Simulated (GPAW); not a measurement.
# PmS (P-6m2) in GPAW: single point with r2SCAN+U

Aim: the single point of PmS with r2SCAN+U.

All numbers are computed with GPAW 26.7.0; they aren't measurements. Logs are shortened: lines on timing, memory, paths and dates and some standing lists are left out, and cuts for length are marked. The log counts tension as positive stress, the text compression.

### 1 The crystal as given

Symmetry: P-6m2, No. 187, hexagonal system. The conventional cell has a = 3.755 Å, b = 3.755 Å, c = 3.665 Å, α = 90.00°, β = 90.00°, γ = 120.00°. Pm (site symmetry -6m2) is surrounded by 6 S at 2.84 Å. S (site symmetry -6m2) is surrounded by 6 Pm at 2.84 Å.

The cell comes from a database or a generator and needn't be the stable form of this composition.

### 2 Single point, r2SCAN+U, collinear spin, ferromagnetic start

run.py reads:

```python
from ase import Atoms
from ase.dft.bandgap import bandgap
from ase.io import write
from ase.units import Bohr, GPa
from gpaw import GPAW, PW
from gpaw.elf import elf_from_dft_calculation

atoms = Atoms(['Pm', 'S'],
              cell=[[3.7551346481, 0.0, 0.0],
                    [-1.877567324, 3.2520419999, 0.0],
                    [0.0, 0.0, 3.66482537]],
              scaled_positions=[[0.0, 0.0, 0.0],
                                [0.6666666667, 0.3333333333, 0.5]],
              pbc=True)
atoms.set_initial_magnetic_moments([4.0, 0.0])

calc = GPAW(mode=PW(800),
            xc='MGGA_X_R2SCAN+MGGA_C_R2SCAN',
            kpts={'size': (6, 6, 5), 'gamma': True},
            occupations={'name': 'methfessel-paxton', 'order': 0, 'width': 0.05},
            setups={'Pm': ':f,4.0'},
            nbands=24,
            convergence={'density': 1e-05, 'energy': 1e-05},
            maxiter=150,
            txt='gpaw.txt')
atoms.calc = calc
energy = atoms.get_potential_energy()
forces = atoms.get_forces()
stress = atoms.get_stress()
calc.write('gs.gpw')
write('result.traj', atoms)
print(f'Energy: {energy:.6f} eV')
print('Forces (eV/A):')
print(forces.round(4))
print('Stress (GPa):', (stress / GPa).round(3))
print('Moments:', calc.get_magnetic_moments().round(3))
print('Fermi level:', round(calc.get_fermi_level(), 4), 'eV')
print(f'Gap: {bandgap(calc)[0]:.4f} eV, direct: {bandgap(calc, direct=True)[0]:.4f} eV')

# fields on the real-space grid
write('density.cube', atoms, data=calc.get_pseudo_density() * Bohr**3)
write('potential.cube', atoms, data=calc.get_electrostatic_potential())
write('spin.cube', atoms, data=(calc.get_pseudo_density(spin=0) - calc.get_pseudo_density(spin=1)) * Bohr**3)
write('elf.cube', atoms, data=elf_from_dft_calculation(calc).data)
```

Potentials or basis: GPAW PAW data sets (gpaw-data 1.2.1), pw.

Launch:

```
$ OMP_NUM_THREADS=1 python run.py
```

gpaw.txt:

```text
__  _  _
 | _ |_)|_||  |
 |__||  | ||/\| - 26.7.0

Input parameters:
  mode=PW(ecut=800.0),
  convergence={'density': 1e-05, 'energy': 1e-05},
  kpts=MonkhorstPack(size=(6, 6, 5), gamma=True),
  maxiter=150,
  nbands=24,
  occupations=Occupations(name='methfessel-paxton', order=0, width=0.05),
  setups={'Pm': ':f,4.0'},
  xc=XC(name='MGGA_X_R2SCAN+MGGA_C_R2SCAN')

Diagonalizing LCAO Hamiltonian
Converting LCAO to pw mode

            S

       Pm

Atoms  # Å, Bohr magnetons
|   | symbol |        x |        y |        z |    initial magnetic moments |
|---|--------|----------|----------|----------|-----------------------------|
| 0 |     Pm | 0.000000 | 0.000000 | 0.000000 | ( 0.0000,  0.0000,  4.0000) |
| 1 |      S | 1.877567 | 1.084014 | 1.832413 | ( 0.0000,  0.0000,  0.0000) |

Unit cell  # Å
| periodic |         x |        y |        z |  lengths |     angles |
|----------|-----------|----------|----------|----------|------------|
|      yes |  3.755135 | 0.000000 | 0.000000 | 3.755135 |  90.000000 |
|      yes | -1.877567 | 3.252042 | 0.000000 | 3.755135 |  90.000000 |
|      yes |  0.000000 | 0.000000 | 3.664825 | 3.664825 | 120.000000 |

Number of symmetries: 12
Symmetry operations  # r_c * U_cc + t_c -> r_c
|    | kind |            matrix            |
|----|------|------------------------------|
|  0 |  σ   |  1, 1, 0,  0,-1, 0,  0, 0, 1 |
|  1 |  C2  |  1, 1, 0,  0,-1, 0,  0, 0,-1 |
|  2 |  E   |  1, 0, 0,  0, 1, 0,  0, 0, 1 |
|  3 |  σ   |  1, 0, 0,  0, 1, 0,  0, 0,-1 |
|  4 |  C3  |  0, 1, 0, -1,-1, 0,  0, 0, 1 |
|  5 |  S3  |  0, 1, 0, -1,-1, 0,  0, 0,-1 |
|  6 |  σ   |  0,-1, 0, -1, 0, 0,  0, 0, 1 |
|  7 |  C2  |  0,-1, 0, -1, 0, 0,  0, 0,-1 |
|  8 |  σ   | -1, 0, 0,  1, 1, 0,  0, 0, 1 |
|  9 |  C2  | -1, 0, 0,  1, 1, 0,  0, 0,-1 |
| 10 |  C3  | -1,-1, 0,  1, 0, 0,  0, 0, 1 |
| 11 |  S3  | -1,-1, 0,  1, 0, 0,  0, 0,-1 |

BZ-sampling:
  Number of BZ points: 180
  Number of IBZ points: 21

  Monkhorst-Pack size: [6, 6, 5]
  Monkhorst-Pack shift: [0.08333333333333333, 0.08333333333333333, 0.0]

K-points  # in reciprocal-cell coordinates
|     |                                coordinates |     weight |
|-----|--------------------------------------------|------------|
|   0 | (  0.00000000,   0.00000000,   0.00000000) | 0.00555556 |
|   1 | (  0.00000000,   0.00000000,   0.20000000) | 0.01111111 |
|   2 | (  0.00000000,   0.00000000,   0.40000000) | 0.01111111 |
|   3 | (  0.16666667,   0.00000000,   0.00000000) | 0.03333333 |
|   4 | (  0.16666667,   0.00000000,   0.20000000) | 0.06666667 |
|   5 | (  0.16666667,   0.00000000,   0.40000000) | 0.06666667 |
|   6 | (  0.33333333,  -0.16666667,   0.00000000) | 0.03333333 |
|   7 | (  0.33333333,  -0.16666667,   0.20000000) | 0.06666667 |
|   8 | (  0.33333333,  -0.16666667,   0.40000000) | 0.06666667 |
|   9 | (  0.33333333,   0.00000000,   0.00000000) | 0.03333333 |
| ... |                                            |            |
|  20 | (  0.50000000,   0.50000000,   0.40000000) | 0.03333333 |

Plane wave coefficients: 2311
Cutoff: 800.0 eV

Spin-components: 2 (collinear spins)
Bands:           24
Projectors:      13
Spin-degeneracy: 1
Datatype:        complex128

Parallelization:
  kpt:    1
  domain: 1
  band:   1

Density:
  Valence electrons: 21.0
  Components: 2
  Grid points: [25 25 24]
  Charge: 0.0  # |e|

Potential:
  Grid points: [25 25 24]

species:
  Pm:
    name:    Promethium
    Z:       61.0
    valence: 15
    core:    46
    charge:  0.0  # [|e|]
    Hubbard: {U: 4.0,  # eV
              l: 3,
              scale: True}
    compensation charges:
      type: gauss
      rc: 0.35  # [Å]
      lmax: 2
    cutoffs:
      filter: 1.17  # [Å]
      core: 1.99  # [Å]
    projectors
    | kind |    occ | energy [eV] | rcut [Å] |
    |------|--------|-------------|----------|
    |   5s |  2.000 |     -41.873 |    1.164 |
    |   6s |  2.000 |      -3.542 |    1.164 |
    |   5p |  6.000 |     -22.672 |    1.164 |
    |   6p |  0.000 |      -1.220 |    1.164 |
    |   5d |  0.000 |      -1.803 |    1.164 |
    |   4f |  5.000 |      -2.148 |    1.164 |
    |    d |        |      25.408 |    1.164 |
    |    f |        |      25.063 |    1.164 |

    Using partial waves for Pm as LCAO basis

  S:
    name:    Sulfur
    Z:       16.0
    valence: 6
    core:    10
    charge:  0.0  # [|e|]
    compensation charges:
      type: gauss
      rc: 0.24  # [Å]
      lmax: 2
    cutoffs:
      filter: 1.77  # [Å]
      core: 1.66  # [Å]
    projectors
    | kind |    occ | energy [eV] | rcut [Å] |
    |------|--------|-------------|----------|
    |   3s |  2.000 |     -17.254 |    0.974 |
    |   3p |  4.000 |      -7.008 |    0.979 |
    |    s |        |       9.957 |    0.974 |
    |    p |        |      20.203 |    0.979 |
    |    d |        |       0.000 |    0.900 |

    Using partial waves for S as LCAO basis

Reference energy: -283530.008759  # eV

eigensolver:
  PPCG
  Converge bands: occupied
  niter=2

density mixing:
  MSR1-Mixer
  Pratt-step length: 0.05
  Maximum mixing coefficient: 0.75
  Old densities: 10
  SVD Regularization: 0.005
  Good broyden scale: 1.0
  Trust region scale: 1.0
  Backstep threshold: 4.0
  History deletion threshold: 6.0
  Fourier metric: weight=20.0, sigma=0.015

occupation numbers:
  Methfessel-Paxton:
    width: 0.0500  # eV
    order: 0

poisson solver:
  ecut: 6400.0  # eV

xc functional:
  name: MGGA_X_R2SCAN+MGGA_C_R2SCAN with 2 nearest neighbor stencil

convergence criteria:
- Maximum integral of absolute [dens]ity change: 1e-05 electrons / valence electron
- Maximum [total energy] change in last 3 cyles: 1e-05 eV / valence electron
- Maximum integral of absolute [eigenst]ate change: 4e-08 eV^2 / valence electron
maximum number of iterations: 150

SCF iterations
|iter     | |      energy | eigst |  dens |  magmom |
|---------|-|-------------|-------|-------|---------|
|iter:   1| |  -40.869621 | +0.52 |       |  +4.0069|
|iter:   2| |  -28.598003 | -0.70 | -0.42 |  +3.9263|
|iter:   3| |  -28.613641 | -1.82 | -0.99 |  +3.9717|
|iter:   4| |  -28.744123 | -1.78 | -1.03 |  +4.1382|
|iter:   5| |  -29.072450 | -2.04 | -1.01 |  +4.3185|
|iter:   6| |  -29.567771 | -2.34 | -1.06 |  +4.6052|
|iter:   7| |  -30.336989 | -2.15 | -1.29 |  +4.8865|
|iter:   8| |  -30.993954 | -2.04 | -1.15 |  +5.1274|
|iter:   9| |  -31.144166 | -2.12 | -1.27 |  +5.1971|
|iter:  10| |  -31.189717 | -3.05 | -1.68 |  +5.0718|
|iter:  11| |  -31.176994 | -3.27 | -1.62 |  +5.0086|
|iter:  12| |  -31.212272 | -2.65 | -1.63 |  +4.9221|
|iter:  13| |  -31.323452 | -2.42 | -1.69 |  +4.8833|
|iter:  14| |  -31.449849 | -2.54 | -1.89 |  +4.8925|
|iter:  15| |  -31.502966 | -2.49 | -2.02 |  +4.9809|
|iter:  16| |  -31.503224 | -3.86 | -1.83 |  +5.0008|
|iter:  17| |  -31.495252 | -3.43 | -1.87 |  +5.0026|
|iter:  18| |  -31.499042 | -3.00 | -2.16 |  +5.0007|
|iter:  19| |  -31.496086 | -3.94 | -2.28 |  +5.0014|
|iter:  20| |  -31.499085 | -3.30 | -2.29 |  +5.0027|
|iter:  21| |  -31.498214 | -4.22 | -2.38 |  +5.0023|
|iter:  22| |  -31.498204 | -5.06 | -2.98 |  +5.0007|
|iter:  23| |  -31.498203c| -5.81 | -3.57 |  +5.0001|
|iter:  24| |  -31.498205c| -6.95 | -3.75 |  +4.9999|
|iter:  25| |  -31.498206c| -7.57c| -4.25 |  +4.9999|
|iter:  26| |  -31.498206c| -8.24c| -4.94 |  +5.0000|
|iter:  27| |  -31.498206c| -8.32c| -5.38c|  +5.0000|

Converged in 27 steps
Energy contributions relative to reference atoms: (reference = -283530.008759)

Energy contributions:
  Kinetic:          17.258588
  Coulomb:         -12.023086
  Zero:             -0.477574
  External:          0.000000
  Xc:              -36.255362
  Entropy:          -0.001544
  Spinorbit:         0.000000
  ----------------------------
  Free energy:     -31.498978
  Extrapolated:    -31.498206

dipole moment: (-10.040075, -19.473362, -21.358153)  # |e|*Ang

Total magnetic moment: (0.000000, 0.000000, 4.999986)

Local magnetic moments
|        x |        y |         z |
|----------|----------|-----------|
| 0.000000 | 0.000000 |  4.634148 |  # Pm   0
| 0.000000 | 0.000000 | -0.060816 |  # S    1

Fermi level: 10.141
Eigenvalues  # (at kpt = [0.000, 0.000, 0.000])
| band index |      eig [eV] | occ [0-1] |      eig [eV] | occ [0-1] |
|------------|---------------|-----------|---------------|-----------|
|          0 |       -28.860 |     1.000 |       -26.251 |     1.000 |
|        ... |               |           |               |           |
|          3 |        -8.750 |     1.000 |        -6.825 |     1.000 |
|          4 |        -4.249 |     1.000 |        -4.200 |     1.000 |
|          5 |         6.959 |     1.000 |         7.152 |     1.000 |
|          6 |         6.959 |     1.000 |         7.152 |     1.000 |
|          7 |         7.381 |     1.000 |         7.845 |     1.000 |
|          8 |         9.145 |     1.000 |        10.293 |     0.000 |
[... 8 lines left out ...]
|         17 |        14.621 |     0.000 |        17.973 |     0.000 |
|         18 |        14.622 |     0.000 |        17.973 |     0.000 |
|        ... |               |           |               |           |
|         23 |        19.659 |     0.000 |        20.911 |     0.000 |

No gap
No difference between direct/indirect transitions

Forces  # eV/Ang
|        x |       y |       z |
|----------|---------|---------|
| -0.00000 | 0.00000 | 0.00000 |  # Pm   0
|  0.00000 | 0.00000 | 0.00000 |  # S    1

Stress tensor  # eV/Ang^3
|         x |         y |         z |
|-----------|-----------|-----------|
| -0.088076 |  0.000000 |  0.000000 |
|  0.000000 | -0.088076 |  0.000000 |
|  0.000000 |  0.000000 | -0.072909 |

# Writing to gs.gpw (mode='')
```

Run time: 4.8 min. Hardware: 1 thread of Arm Neoverse V1, shared host; peak memory 1 GiB.

Results:

| Item | Value |
| --- | --- |
| Free energy | -31.4990 eV |
| Pressure | 13.3 GPa |
| Band gap on the k mesh | none (metal or under the smearing width) |
| Net moment | 5.00 μB per cell |
| Site moments | Pm +4.63; S -0.06 μB |

Caveat: one-centre terms of the f shell are cut off; the magnetic or orbital state may not be the lowest; the PAW data sets were made with another functional, which shifts forces and pressure a little; spin-orbit coupling is left out, which moves the levels of the heavy elements. The state reached can hang on the start; a lower one may exist.
